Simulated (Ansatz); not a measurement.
# SiTe4H: the cost of one run

Computed with Ansatz 0.2.0 (DFT PBE, scalar-relativistic, plane waves, PAW, unless a step's input says otherwise).

### Step 1. The structure to begin with

It takes space group P-6m2 (No. 187, hexagonal). Conventional cell: a = 6.333 Å, b = 6.333 Å, c = 4.853 Å, α = 90.00°, β = 90.00°, γ = 120.00°. Si (site symmetry -6m2) is surrounded by 6 Te at 3.05 Å. Te (site symmetry -6m2) is surrounded by 6 Te at 3.03 Å. Te (site symmetry mm2) is surrounded by 6 Te at 3.03 to 3.20 Å and 2 Si at 3.05 Å. H (site symmetry -6m2) is surrounded by 15 Te at 3.66 to 3.99 Å and 3 Si at 3.66 Å.

Coordinates:

```cif
data_structure
_symmetry_space_group_name_H-M 'P-6m2'
_symmetry_Int_Tables_number 187
_cell_length_a 6.3334
_cell_length_b 6.3334
_cell_length_c 4.8527
_cell_angle_alpha 90.000
_cell_angle_beta 90.000
_cell_angle_gamma 120.000
_cell_volume 168.57
loop_
_atom_site_label
_atom_site_type_symbol
_atom_site_symmetry_multiplicity
_atom_site_Wyckoff_symbol
_atom_site_fract_x
_atom_site_fract_y
_atom_site_fract_z
_atom_site_occupancy
Si1 Si 1 a 0.00000 0.00000 0.00000 1
Te1 Te 1 c 0.33333 0.66667 0.00000 1
Te2 Te 3 k 0.66301 0.83150 0.50000 1
H1 H 1 e 0.66667 0.33333 0.00000 1
```

A structure generator made this guess: species swapped into a database cell of ErAlNi4 (P-6m2, No. 187), with H on the Er sites, Si on the Al sites and Te on the Ni sites. The dimensions are guesses.

### Step 2. Probe: one point on a coarse mesh

input.yaml

```yaml
crystal:
  lattice:
    - [6.33335064, 0.0, 0.0]
    - [-3.16667532, 5.48484254, 0.0]
    - [0.0, 0.0, 4.85270739]
  atoms:
    - { symbol: Si, position: [0.0, 0.0, 0.0] }
    - { symbol: Te, position: [0.33333333, 0.66666667, 0.0] }
    - { symbol: Te, position: [0.66300664, 0.83150332, 0.5] }
    - { symbol: Te, position: [0.16849668, 0.83150332, 0.5] }
    - { symbol: Te, position: [0.16849668, 0.33699336, 0.5] }
    - { symbol: H, position: [0.66666667, 0.33333333, 0.0] }
basis:
  ecutwfc: 420
kpoints:
  mp_grid: { grid: [3, 3, 4] }
hamiltonian:
  xc: pbe
scf:
  occupations: { method: gaussian, width: 0.1 }
  lower_state_search: "off"
output:
  forces: true
  stress: true
  eigenvalues: true
```

Launch:

```sh
ansatz run input.yaml --threads 1 --pin off --max-ram 2560MiB --backend cpu --events-out ev --progress --plain --runs-dir out
```

**Question.** How long does this run take on 1 thread of Intel Xeon at 2.70GHz, shared host, and how much memory does it need?

About 7.5 s, with a peak of 0.4 GiB.
